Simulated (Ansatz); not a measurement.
# SbH₃O₂ (SMILES [OH][SbH][OH]): one structure at several levels

The task here is to estimate one member of a computed series from the others.

Computed with Ansatz 0.2.0, Gaussian basis. Level: single points in def2-TZVPP.

Correlated methods freeze the cores. Filled d shells of the heavier atoms are correlated. Core potentials replace the inner electrons past krypton, and spin-orbit coupling is left out.

### Where the work starts

SMILES `[OH][SbH][OH]`, 6 atoms, charge 0, spin multiplicity 1.

Atoms are counted from 1 here; the program's logs count them from 0.

Bond lengths: O1–Sb2 1.962 Å, O1–H4 0.918 Å, Sb2–O3 1.912 Å, Sb2–H5 1.725 Å, O3–H6 0.991 Å. Angles: Sb2–O1–H4 114.0°, O1–Sb2–O3 91.4°, O1–Sb2–H5 90.5°, O3–Sb2–H5 93.7°, Sb2–O3–H6 101.0°.

As a file:

```xyz
6
charge 0, multiplicity 1
O    -1.08890   -0.62850   -0.20100
Sb    0.53210    0.26300   -0.85520
O     1.48970   -0.20900    0.73100
H    -1.70210   -0.81670   -0.85810
H    -0.01710    1.76560   -0.20970
H     0.74330   -0.35810    1.36600
```

The first run:

run/in.yaml reads:

```yaml
crystal:
  periodic: [false, false, false]
  atoms:
    - {symbol: O, position_ang: [-1.088900, -0.628500, -0.201000]}
    - {symbol: Sb, position_ang: [0.532100, 0.263000, -0.855200]}
    - {symbol: O, position_ang: [1.489700, -0.209000, 0.731000]}
    - {symbol: H, position_ang: [-1.702100, -0.816700, -0.858100]}
    - {symbol: H, position_ang: [-0.017100, 1.765600, -0.209700]}
    - {symbol: H, position_ang: [0.743300, -0.358100, 1.366000]}
basis:
  gaussian: {orbitals: def2-TZVPP}
correlation: {method: ccsd_t}
output: {forces: true}
```

No record of the launch command was kept for these runs.

Among the steps run: CCSD(T)/def2-TZVPP; PBE0-D4/def2-TZVPP; wB97M-V/def2-TZVPP; r2SCAN-D4/def2-TZVPP; PBE-D4/def2-TZVPP; BLYP-D4/def2-TZVPP; wB97X-V/def2-TZVPP.

One table of the session follows, with a row left open; its other results are not shown here.

```
   method  RMS force component (eV/Å)  angle to CCSD(T) forces (°)  dipole (D)
  CCSD(T)                       0.994                    reference        2.34
  PBE0-D4                       0.982                          5.1        2.30
  wB97M-V                       0.987                          2.7        2.38
r2SCAN-D4                       1.011                          7.3        2.24
   PBE-D4                       1.145                         19.1        2.19
  BLYP-D4                       1.208                         24.3        2.28
  wB97X-V                           ?                            ?           ?
```

Q: Estimate the row for wB97X-V from the others.

The run gave: RMS force component (eV/Å): 0.992; angle to CCSD(T) forces (°): 3.3; dipole (D): 2.37. In the column «RMS force component (eV/Å)» it lies between wB97M-V (0.987) and CCSD(T) (0.994).
